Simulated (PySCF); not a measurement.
# WH3: a ladder of methods

Aim: at the PBE0 minimum of quartet WH3, found before, compare methods on energies and levels.

Method: several methods, basis W def2-TZVP with ECP60, H def2-TZVP, scalar-relativistic core potentials, no spin–orbit coupling, density fitting; program: PySCF 2.14.0.

## (1) Where the work starts

4 atoms, charge 0, spin multiplicity 4.

Bond lengths: W1–H2 1.710 Å, W1–H3 1.710 Å, W1–H4 1.710 Å. Angles: H2–W1–H3 112.3°, H2–W1–H4 112.3°, H3–W1–H4 112.3°.

Coordinates in bohr (charge 0 multiplicity 4):
```
W     0.0000    0.0000    0.0148
H     3.0995    0.0000   -0.9020
H    -1.5497    2.6842   -0.9020
H    -1.5498   -2.6842   -0.9020
```

## (2) Density, ELF and potential

The plane holds W1 at (0.00, 0.00), H2 at (1.71, 0.00), H3 at (-0.65, 1.58) Å. Columns run from x = -2.55 to 4.05 Å, rows from y = 3.75 (top) to -1.95 Å, in steps of 0.3 Å. Electrons inside core potentials are absent.

Density (cut at 5 e/Å³):

Ten steps from '0' (0.000 e/Å³) to '9' (5.000 e/Å³), finer at the low end (step k begins (100^(k/10) - 1)/99 of the way up):
```
00000000000000000000000
00000000000000000000000
00000000000000000000000
00000000000000000000000
00000111100000000000000
00001233210000000000000
00012455421000000000000
00013577532100000000000
00013577543211000000000
00013456654322111000000
00012457786543321100000
00012469999655543100000
00002489229766763200000
00001489229766763200000
00002469999655543100000
00001357886433321100000
00001234443222111000000
00001122221111000000000
00000111110000000000000
00000000000000000000000
```

ELF (0 where the density is under 0.005 e/Å³):

Ten even steps from '0' (0.00) to '9' (1.00):
```
00000000000000000000000
00000000000000000000000
00000077000000000000000
00009999973000000000000
00699999995100000000000
00899999996200000000000
05999999996200000000000
05999999985211110000000
03799999963212356500000
01478997433224799970000
00123333466337999990000
00000147788449999998000
00000178007459999999000
00000168007459999999000
00000158888449999998000
00001246764128999990000
00023443210014899970000
00123443100001467600000
00123443100000120000000
00012332100000000000000
```

Electrostatic potential (cut at 20 V):

Ten steps from '0' (-0.40 V) to '9' (20.00 V), finer at the low end (step k begins (100^(k/10) - 1)/99 of the way up):
```
11111111111111111122222
11110000001111111111222
11100000000111111111112
11000000000111111111111
11001222100111111111111
11012455421222211111111
11124798643332211111111
21125899755443211001111
22235899876654210000111
33345789998765321000011
34456799999976543100011
34567999999987875200001
44568999999999997310001
44568999999999997310001
44567999999987875200011
34556899999976543100011
34455678999875432100111
33344567777765322111111
33334455666654332111111
33333344555544332222222
```

Values on the line from W1 (at 0) through H2 (at 1.710 Å):

| distance (Å) | density (e/Å³) | ELF | electrostatic potential (V) | spin density (e/Å³) |
| --- | --- | --- | --- | --- |
| 0.77 | 1.86 | 0.454 | 42.7 | 0.128 |
| 0.94 | 1.04 | 0.358 | 22.4 | 0.0798 |
| 1.11 | 0.893 | 0.683 | 13.7 | 0.037 |
| 1.28 | 1.03 | 0.963 | 13.9 | -0.00685 |
| 1.45 | 1.41 | 0.998 | 29.7 | -0.0627 |
| 1.62 | 2.18 | 1 | 138 | -0.147 |
| 1.88 | 1.37 | 1 | 55.1 | -0.112 |
| 2.05 | 0.657 | 1 | 16.6 | -0.0604 |
| 2.22 | 0.321 | 1 | 6.09 | -0.033 |
| 2.39 | 0.16 | 0.999 | 2.21 | -0.0182 |
| 2.57 | 0.0825 | 0.999 | 0.633 | -0.0102 |
| 2.74 | 0.0439 | 0.998 | -0.0186 | -0.00573 |

Making the fields took under 0.5 s on 2 threads of Arm Neoverse V2, shared host.

## (3) PBE0

The steps are one call of a driver around PySCF; scf.py gives each level's set-up. Each SCF starts from the density of the minimum. The driver also runs the species with one electron less or more at the same geometry; their logs are not shown.

Contents of scf.py:

```python
from pyscf import gto, scf, dft
mol = gto.M(atom='''
W      0.000000    -0.000000     0.007846
H      1.640177    -0.000008    -0.477333
H     -0.820081     1.420439    -0.477333
H     -0.820096    -1.420431    -0.477333''',
    basis={'W': 'def2-TZVP', 'H': 'def2-TZVP'},
    ecp={'W': 'def2-TZVP'},
    charge=0, spin=3)
mf = dft.UKS(mol, xc='PBE0')
mf.grids.atom_grid = (75, 302)
aux = {'W': 'def2-universal-JKFIT', 'H': 'def2-universal-JKFIT'}
mf = mf.density_fit(auxbasis=aux)
mf.conv_tol = 1e-08
mf.diis_space = 10
mf.max_cycle = 60
mf.verbose = 4
mf.kernel()
```

Command:

```bash
OMP_NUM_THREADS=2 python axn.py task.json out
```

The program printed:

```text
init E= -68.7483122908121
[... the frontier-level lines of each cycle are left out ...]
cycle= 1 E= -68.748312290744  delta_E= 6.82e-11  |g|= 1.7e-05  |ddm|= 2.89e-05
Extra cycle  E= -68.7483122905802  delta_E= 1.64e-10  |g|= 2.4e-05  |ddm|= 4.12e-05
converged SCF energy = -68.7483122905802  <S^2> = 3.7803287  2S+1 = 4.0151357
```

This level, with the species of one electron less or more, took 1 s.

| Quantity | Value |
| --- | --- |
| energy | -68.748312 Eh |
| one electron less (charge +1) | -68.424556 Eh (triplet, ⟨S²⟩ 2.02) |
| one electron more (charge -1) | -68.754707 Eh (quintet, ⟨S²⟩ 6.03) |
| Mulliken charge of W1 | +0.35 e |

## (4) HF

scf.py: that of step 3 with these lines changed.

```diff
@@ -10,2 +10 @@
-mf = dft.UKS(mol, xc='PBE0')
-mf.grids.atom_grid = (75, 302)
+mf = scf.UHF(mol)
```

The program printed:

```text
init E= -68.0399829921654
[... the frontier-level lines of each cycle are left out ...]
cycle= 1 E= -68.0544593936948  delta_E= -0.0145  |g|= 0.0549  |ddm|= 0.235
cycle= 2 E= -68.0571501974636  delta_E= -0.00269  |g|= 0.0243  |ddm|= 0.0828
cycle= 3 E= -68.0577712330143  delta_E= -0.000621  |g|= 0.0113  |ddm|= 0.032
cycle= 4 E= -68.0580401365304  delta_E= -0.000269  |g|= 0.00266  |ddm|= 0.0292
cycle= 5 E= -68.0580615887926  delta_E= -2.15e-05  |g|= 0.0012  |ddm|= 0.00903
cycle= 6 E= -68.0580683216423  delta_E= -6.73e-06  |g|= 0.000543  |ddm|= 0.00511
cycle= 7 E= -68.0580698626101  delta_E= -1.54e-06  |g|= 0.000138  |ddm|= 0.00338
cycle= 8 E= -68.0580699068881  delta_E= -4.43e-08  |g|= 4.93e-05  |ddm|= 0.000483
cycle= 9 E= -68.0580699107574  delta_E= -3.87e-09  |g|= 1.54e-05  |ddm|= 0.000118
Extra cycle  E= -68.0580699111026  delta_E= -3.45e-10  |g|= 8.18e-06  |ddm|= 2.42e-05
converged SCF energy = -68.0580699111026  <S^2> = 3.8115556  2S+1 = 4.0306603
```

This level, with the species of one electron less or more, took 0.5 s.

```
energy                        : -68.058070 Eh
one electron less (charge +1) : -67.750726 Eh (triplet, ⟨S²⟩ 2.09)
one electron more (charge -1) : -68.047006 Eh (quintet, ⟨S²⟩ 6.07)
Mulliken charge of W1         : +0.65 e
```

## (5) PBE

scf.py: that of step 4 with these lines changed.

```diff
@@ -10 +10,2 @@
-mf = scf.UHF(mol)
+mf = dft.UKS(mol, xc='PBE')
+mf.grids.atom_grid = (75, 302)
```

The program printed:

```text
init E= -68.7885187602783
[... the frontier-level lines of each cycle are left out ...]
cycle= 1 E= -68.7898589154005  delta_E= -0.00134  |g|= 0.0338  |ddm|= 0.121
cycle= 2 E= -68.7871434886267  delta_E= 0.00272  |g|= 0.0741  |ddm|= 0.108
cycle= 3 E= -68.7905625972067  delta_E= -0.00342  |g|= 0.00333  |ddm|= 0.0769
cycle= 4 E= -68.7905695414859  delta_E= -6.94e-06  |g|= 0.00126  |ddm|= 0.00605
cycle= 5 E= -68.79057039854  delta_E= -8.57e-07  |g|= 0.00017  |ddm|= 0.00148
cycle= 6 E= -68.7905704643735  delta_E= -6.58e-08  |g|= 8.01e-05  |ddm|= 0.000586
cycle= 7 E= -68.7905704713649  delta_E= -6.99e-09  |g|= 8.42e-06  |ddm|= 0.000178
Extra cycle  E= -68.7905704712156  delta_E= 1.49e-10  |g|= 1.88e-05  |ddm|= 3.34e-05
converged SCF energy = -68.7905704712156  <S^2> = 3.7747905  2S+1 = 4.0123761
```

This level, with the species of one electron less or more, took 2.9 s.

* energy: -68.790570 Eh
* one electron less (charge +1): -68.469516 Eh (triplet, ⟨S²⟩ 2.02)
* one electron more (charge -1): -68.795083 Eh (quintet, ⟨S²⟩ 6.02)
* Mulliken charge of W1: +0.27 e

## (6) B3LYP

scf.py: that of step 5 with these lines changed.

```diff
@@ -10 +10 @@
-mf = dft.UKS(mol, xc='PBE')
+mf = dft.UKS(mol, xc='B3LYP')
```

The program printed:

```text
init E= -68.7927682722802
[... the frontier-level lines of each cycle are left out ...]
cycle= 1 E= -68.7935345065492  delta_E= -0.000766  |g|= 0.00875  |ddm|= 0.0789
cycle= 2 E= -68.7934943094287  delta_E= 4.02e-05  |g|= 0.0137  |ddm|= 0.0253
cycle= 3 E= -68.7936064322792  delta_E= -0.000112  |g|= 0.00133  |ddm|= 0.0144
cycle= 4 E= -68.7936091273173  delta_E= -2.7e-06  |g|= 0.000873  |ddm|= 0.00291
cycle= 5 E= -68.7936101630193  delta_E= -1.04e-06  |g|= 0.000448  |ddm|= 0.00184
cycle= 6 E= -68.7936104867855  delta_E= -3.24e-07  |g|= 4.33e-05  |ddm|= 0.00118
cycle= 7 E= -68.7936104931271  delta_E= -6.34e-09  |g|= 6.64e-06  |ddm|= 0.000171
Extra cycle  E= -68.7936104931738  delta_E= -4.67e-11  |g|= 5.56e-06  |ddm|= 1.75e-05
converged SCF energy = -68.7936104931738  <S^2> = 3.7703586  2S+1 = 4.0101664
```

This level, with the species of one electron less or more, took 3 s on 2 threads of Arm Neoverse V2, shared host.

| Item | Value |
| --- | --- |
| energy | -68.793610 Eh |
| one electron less (charge +1) | -68.472806 Eh (triplet, ⟨S²⟩ 2.02) |
| one electron more (charge -1) | -68.797492 Eh (quintet, ⟨S²⟩ 6.02) |
| Mulliken charge of W1 | +0.39 e |

## (7) r2SCAN

scf.py: that of step 6 with these lines changed.

```diff
@@ -10,2 +10,2 @@
-mf = dft.UKS(mol, xc='B3LYP')
-mf.grids.atom_grid = (75, 302)
+mf = dft.UKS(mol, xc='R2SCAN')
+mf.grids.atom_grid = (90, 434)
```

The program printed:

```text
init E= -68.7983935526647
[... the frontier-level lines of each cycle are left out ...]
cycle= 1 E= -68.7991625741827  delta_E= -0.000769  |g|= 0.0142  |ddm|= 0.0893
cycle= 2 E= -68.798868261542  delta_E= 0.000294  |g|= 0.0259  |ddm|= 0.0386
cycle= 3 E= -68.7992711427897  delta_E= -0.000403  |g|= 0.00158  |ddm|= 0.0268
cycle= 4 E= -68.7992728621281  delta_E= -1.72e-06  |g|= 0.000479  |ddm|= 0.0022
cycle= 5 E= -68.799273008005  delta_E= -1.46e-07  |g|= 0.000174  |ddm|= 0.000761
cycle= 6 E= -68.799273049068  delta_E= -4.11e-08  |g|= 4.05e-05  |ddm|= 0.000423
cycle= 7 E= -68.7992730534524  delta_E= -4.38e-09  |g|= 8.41e-06  |ddm|= 0.000152
Extra cycle  E= -68.7992730534594  delta_E= -6.99e-12  |g|= 1.23e-05  |ddm|= 2.58e-05
converged SCF energy = -68.7992730534594  <S^2> = 3.7857681  2S+1 = 4.0178443
```

This level, with the species of one electron less or more, took 9.6 s.

- energy: -68.799273 Eh
- one electron less (charge +1): -68.473124 Eh (triplet, ⟨S²⟩ 2.03)
- one electron more (charge -1): -68.805849 Eh (quintet, ⟨S²⟩ 6.04)
- Mulliken charge of W1: +0.38 e

## (8) TPSSh

scf.py: that of step 7 with these lines changed.

```diff
@@ -10 +10 @@
-mf = dft.UKS(mol, xc='R2SCAN')
+mf = dft.UKS(mol, xc='TPSSH')
```

The program printed:

```text
init E= -68.7616225682778
[... the frontier-level lines of each cycle are left out ...]
cycle= 1 E= -68.7620002740837  delta_E= -0.000378  |g|= 0.0188  |ddm|= 0.0645
cycle= 2 E= -68.7615312886799  delta_E= 0.000469  |g|= 0.0344  |ddm|= 0.0557
cycle= 3 E= -68.7622434276407  delta_E= -0.000712  |g|= 0.000989  |ddm|= 0.0345
cycle= 4 E= -68.7622448815301  delta_E= -1.45e-06  |g|= 0.000424  |ddm|= 0.00201
cycle= 5 E= -68.7622452587897  delta_E= -3.77e-07  |g|= 0.000259  |ddm|= 0.00122
cycle= 6 E= -68.7622453256343  delta_E= -6.68e-08  |g|= 5.19e-05  |ddm|= 0.000501
cycle= 7 E= -68.7622453313862  delta_E= -5.75e-09  |g|= 1.09e-05  |ddm|= 0.000192
Extra cycle  E= -68.7622453314056  delta_E= -1.94e-11  |g|= 1.36e-05  |ddm|= 2.99e-05
converged SCF energy = -68.7622453314056  <S^2> = 3.7743944  2S+1 = 4.0121787
```

This level, with the species of one electron less or more, took 13 s.

```
energy                        : -68.762245 Eh
one electron less (charge +1) : -68.440073 Eh (triplet, ⟨S²⟩ 2.02)
one electron more (charge -1) : -68.765804 Eh (quintet, ⟨S²⟩ 6.02)
Mulliken charge of W1         : +0.39 e
```

## (9) M06

scf.py: that of step 8 with these lines changed.

```diff
@@ -10 +10 @@
-mf = dft.UKS(mol, xc='TPSSH')
+mf = dft.UKS(mol, xc='M06')
```

The program printed:

```text
init E= -68.7167771430252
[... the frontier-level lines of each cycle are left out ...]
cycle= 1 E= -68.7194673260639  delta_E= -0.00269  |g|= 0.013  |ddm|= 0.193
cycle= 2 E= -68.7196072958611  delta_E= -0.00014  |g|= 0.00921  |ddm|= 0.0334
cycle= 3 E= -68.7196615296915  delta_E= -5.42e-05  |g|= 0.00488  |ddm|= 0.016
cycle= 4 E= -68.7196885577306  delta_E= -2.7e-05  |g|= 0.00207  |ddm|= 0.0095
cycle= 5 E= -68.7196977418323  delta_E= -9.18e-06  |g|= 0.00123  |ddm|= 0.00592
cycle= 6 E= -68.7197017062869  delta_E= -3.96e-06  |g|= 0.000487  |ddm|= 0.00462
cycle= 7 E= -68.7197031055393  delta_E= -1.4e-06  |g|= 0.000167  |ddm|= 0.004
cycle= 8 E= -68.7197032910096  delta_E= -1.85e-07  |g|= 3.81e-05  |ddm|= 0.00164
cycle= 9 E= -68.7197032993266  delta_E= -8.32e-09  |g|= 7.61e-06  |ddm|= 0.000293
Extra cycle  E= -68.7197032994573  delta_E= -1.31e-10  |g|= 5.15e-06  |ddm|= 2.09e-05
converged SCF energy = -68.7197032994573  <S^2> = 3.7649985  2S+1 = 4.0074922
```

This level, with the species of one electron less or more, took 13 s.

```
energy                        : -68.719703 Eh
one electron less (charge +1) : -68.404209 Eh (triplet, ⟨S²⟩ 2.01)
one electron more (charge -1) : -68.722772 Eh (quintet, ⟨S²⟩ 6.01)
Mulliken charge of W1         : +0.34 e
```

## (10) TPSS

scf.py: that of step 9 with these lines changed.

```diff
@@ -10 +10 @@
-mf = dft.UKS(mol, xc='M06')
+mf = dft.UKS(mol, xc='TPSS')
```

The program printed:

```text
init E= -68.7767331714155
[... the frontier-level lines of each cycle are left out ...]
cycle= 1 E= -68.7776891595236  delta_E= -0.000956  |g|= 0.0159  |ddm|= 0.0865
cycle= 2 E= -68.7771433139906  delta_E= 0.000546  |g|= 0.0345  |ddm|= 0.0539
cycle= 3 E= -68.7778847340407  delta_E= -0.000741  |g|= 0.00185  |ddm|= 0.0339
cycle= 4 E= -68.7778871777318  delta_E= -2.44e-06  |g|= 0.00096  |ddm|= 0.0032
cycle= 5 E= -68.7778878284409  delta_E= -6.51e-07  |g|= 0.000412  |ddm|= 0.00165
cycle= 6 E= -68.7778880403726  delta_E= -2.12e-07  |g|= 6.84e-05  |ddm|= 0.000952
cycle= 7 E= -68.7778880463776  delta_E= -6e-09  |g|= 1.21e-05  |ddm|= 0.000189
Extra cycle  E= -68.7778880463449  delta_E= 3.26e-11  |g|= 1.74e-05  |ddm|= 4.39e-05
converged SCF energy = -68.7778880463449  <S^2> = 3.7724782  2S+1 = 4.0112233
```

This level, with the species of one electron less or more, took 12 s on 2 threads of Arm Neoverse V2, shared host.

| Item | Value |
| --- | --- |
| energy | -68.777888 Eh |
| one electron less (charge +1) | -68.456902 Eh (triplet, ⟨S²⟩ 2.02) |
| one electron more (charge -1) | -68.780696 Eh (quintet, ⟨S²⟩ 6.02) |
| Mulliken charge of W1 | +0.36 e |

## (11) Comparison of the levels

| level | atomisation energy (kJ/mol) | vertical ionisation energy (eV) | vertical electron affinity (eV) | −ε(HOMO) (eV) | gap (eV) | dipole (D) | wall time |
| --- | --- | --- | --- | --- | --- | --- | --- |
| PBE0 | 880 | 8.81 | 0.17 | 6.47 | 4.46 | 1.65 | 1 s |
| HF | 625 | 8.36 | -0.30 | 9.99 | 10.96 | 2.12 | 0.5 s |
| PBE | 898 | 8.74 | 0.12 | 5.03 | 2.18 | 1.43 | 2.9 s |
| B3LYP | 896 | 8.73 | 0.11 | 6.11 | 3.90 | 1.59 | 3 s |
| r2SCAN | 897 | 8.87 | 0.18 | 5.51 | 2.86 | 1.56 | 9.6 s |
| TPSSh | 939 | 8.77 | 0.10 | 5.72 | 3.36 | 1.63 | 13 s |
| M06 | 861 | 8.59 | 0.08 | 6.05 | 3.26 | 1.78 | 13 s |
| TPSS | 946 | 8.73 | 0.08 | 5.16 | 2.47 | 1.55 | 12 s |

Times are for 2 threads of Arm Neoverse V2, shared host; PBE0 starts from its own converged density, so its time is not comparable. A dash stands where a species or a free atom was not run at that level, or the quantity is not defined.

Atomisation goes to high-spin atoms in their ground configurations, run at the same level, without zero-point energy.

## (12) Outcome

```
                         quantity                           value
        atomisation energy, range   625 (HF) to 946 (TPSS) kJ/mol
vertical ionisation energy, range   8.36 (HF) to 8.87 (r2SCAN) eV
vertical electron affinity, range  -0.30 (HF) to 0.18 (r2SCAN) eV
               orbital gap, range     2.18 (PBE) to 10.96 (HF) eV
```

**Reading.** The atomisation energy spreads over 321 kJ/mol, from HF to TPSS; without a CCSD(T) value for it there is no yardstick here. Without diffuse functions electron affinities tend to come out too low. This is the lowest SCF solution found for this spin; with open d or f shells other occupations or spin states may lie lower. With an element this heavy the missing spin–orbit coupling can shift these numbers.
